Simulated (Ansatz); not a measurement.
What does this script print? It uses Ansatz's Python interface.

`clh4nosesi_bde.py`:
```python
from dataclasses import dataclass

import ansatz as az


@dataclass(frozen=True)
class RunConfig:
    basis: str = "6-31G*"
    functional: str = "CAM-B3LYP"


opts = RunConfig()


def total_energy(molecule, charge=0, unpaired=0):
    calc = (
        molecule.calculation()
        .basis(gaussian=opts.basis)
        .functional(opts.functional)
        .scf(lower_state_search="light")
    )
    if charge:
        calc = calc.charge(charge)
    if unpaired:
        calc = calc.spin("collinear", total=unpaired)
    return calc.run(threads=1, backend="cpu").report["free_energy_ev"]

def without(molecule, index):
    rest = az.Crystal.molecule()
    for i, site in enumerate(molecule.cartesian_sites):
        if i != index:
            rest = rest.atom(site.symbol, site.position_ang)
    return rest

mol = (
    az.Crystal.molecule()
    .atom("N", (0.6382, 0.1191, 1.2443))
    .atom("Si", (-0.2072, -0.1678, -0.3383))
    .atom("O", (0.932, -0.1209, -1.6084))
    .atom("Cl", (-1.0325, -2.0429, -0.2849))
    .atom("Se", (-1.7917, 1.4145, -0.7462))
    .atom("H", (1.0734, 1.1007, 1.1372))
    .atom("H", (1.362, -0.5554, 1.3558))
    .atom("H", (1.6431, -0.8264, -1.3744))
    .atom("H", (-2.5288, 1.0327, 0.5979))
)

whole = total_energy(mol, 0)
hydrogen = total_energy(az.Crystal.molecule().atom("H", (0, 0, 0)), 0, 1)
print(f"E(molecule) = {whole:.5f} eV, E(H) = {hydrogen:.5f} eV")
for index in [6, 7, 8]:
    radical = total_energy(without(mol, index), 0, 1)
    print(f"H{index}: homolysis {(radical + hydrogen - whole):.3f} eV")
    anion = total_energy(without(mol, index), -1)
    print(f"H{index}: loss of a proton {(anion - whole):.3f} eV")
```

```console
$ python clh4nosesi_bde.py
E(molecule) = -89349.12969 eV, E(H) = -13.51936 eV
H6: homolysis 4.809 eV
H6: loss of a proton 16.504 eV
H7: homolysis 4.894 eV
H7: loss of a proton 15.493 eV
H8: homolysis 3.447 eV
H8: loss of a proton 14.308 eV
```

Reading the output:
- The settings weren't tested for convergence.
- The geometry is a force-field or estimated start, not a minimum of this method, and the basis set is short of its limit. All parts are taken at fixed geometry, without zero-point energy.
- The spin-orbit lowering of heavy atoms is left out.
- Anions want diffuse functions, which this basis lacks.
- The whole script took 2.8 min on 1 thread of Arm Neoverse N1, on a shared host, peak memory 0.58 GiB.
